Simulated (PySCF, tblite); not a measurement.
# C5H13NSi: geometry, infrared bands and NMR shifts

Aim: predict the infrared bands and NMR shifts of C5H13NSi (`CC[C@@H]1CC[Si@@H]1N`).

Computed with tblite 0.8.0 and PySCF 2.14.0, with density-fitted response routines of our own, on a single molecule in the gas phase. Atoms are numbered from 0 throughout.

## 1. The molecule as given

20 atoms, charge 0, multiplicity 1; geometry from: force field or distance geometry start.

Bonds of the start (Å): C0–C1 1.52, C1–C2 1.49, C2–C3 1.51, C3–C4 1.52, C4–Si5 1.86, Si5–N6 1.76, Si5–C2 1.87, C0–H7 1.12, C0–H8 1.11, C0–H9 1.12, C1–H10 1.09, C1–H11 1.14, C2–H12 1.10, C3–H13 1.10, C3–H14 1.12, C4–H15 1.11, C4–H16 1.10, Si5–H17 1.45, N6–H18 1.05, N6–H19 1.06.

## 2. Relaxing the molecule with GFN2-xTB

The job: settings as JSON, then the geometry in Å.

```
{"job": {"kind": "relax", "xc": "GFN2-xTB", "basis": "xTB"}, "charge": 0, "multiplicity": 1}
C      1.885200    -1.425000     0.332400
C      1.249100    -0.122000     0.804100
C      0.609700     0.519300    -0.381600
C     -0.085200     1.837200    -0.148500
C     -1.535700     1.397700    -0.095900
Si    -1.040300    -0.239000    -0.836700
N     -1.612000    -1.554400     0.190700
H      2.005300    -1.308800    -0.776400
H      1.204700    -2.279400     0.505800
H      2.871400    -1.575600     0.832500
H      2.002400     0.485200     1.309700
H      0.433400    -0.394300     1.549100
H      1.319500     0.587000    -1.214700
H      0.247300     2.410500     0.724300
H      0.041700     2.492400    -1.049000
H     -1.901500     1.274300     0.940200
H     -2.203300     1.971000    -0.764000
H     -1.219400    -0.378600    -2.265800
H     -1.782900    -2.439700    -0.339900
H     -2.494500    -1.247000     0.680600
```

Run with:

```
$ OMP_NUM_THREADS=1 python probes_run.py task.json out
```

The driver reads the jobs from task.json and runs them one after another.

**Question.** This job is followed by: GFN2-xTB harmonic vibrations, gas phase; GIAO PBE0/pcSseg-1 NMR shielding, non-relativistic, gas phase. What will the session give for the following? strongest single infrared mode (GFN2-xTB); zero-point energy (GFN2-xTB); 13C shifts against TMS (PBE0/pcSseg-1); 1H shifts against TMS (PBE0/pcSseg-1, means over atoms taken as alike); 29Si shifts against TMS (PBE0/pcSseg-1); 15N shifts against NH3 (PBE0/pcSseg-1); surface potential, 1st and 99th percentile.

As calculated:

```
                                                              quantity                                                           value
                             strongest single infrared mode (GFN2-xTB)                                           2177 cm⁻¹, 427 km/mol
                                          zero-point energy (GFN2-xTB)                                                  107.7 kcal/mol
                                13C shifts against TMS (PBE0/pcSseg-1)                                36.3, 29.6, 26.2, 18.7, 12.3 ppm
1H shifts against TMS (PBE0/pcSseg-1, means over atoms taken as alike)  5.75, 2.41, 2.20, 1.75, 1.47, 1.46, 1.46, 1.32, 0.90, 0.22 ppm
                               29Si shifts against TMS (PBE0/pcSseg-1)                                                        -7.9 ppm
                                15N shifts against NH3 (PBE0/pcSseg-1)                                                        13.5 ppm
                                 surface potential, 1st and 99th percentile                                              -1.14 V and 1.52 V
```

What this shows: The optimisation took 99 steps and gained 0.629 eV; among the close pairs (by a distance rule), N6–H19 changed most, from 1.055 to 1.008 Å. All 54 modes are real, so the xTB geometry is a minimum. The strongest single mode, at 2177 cm⁻¹, moves mainly H17. GFN2-xTB is a fitted tight-binding method: band positions and strengths are rough. Its intensities can rank the bands wrongly.
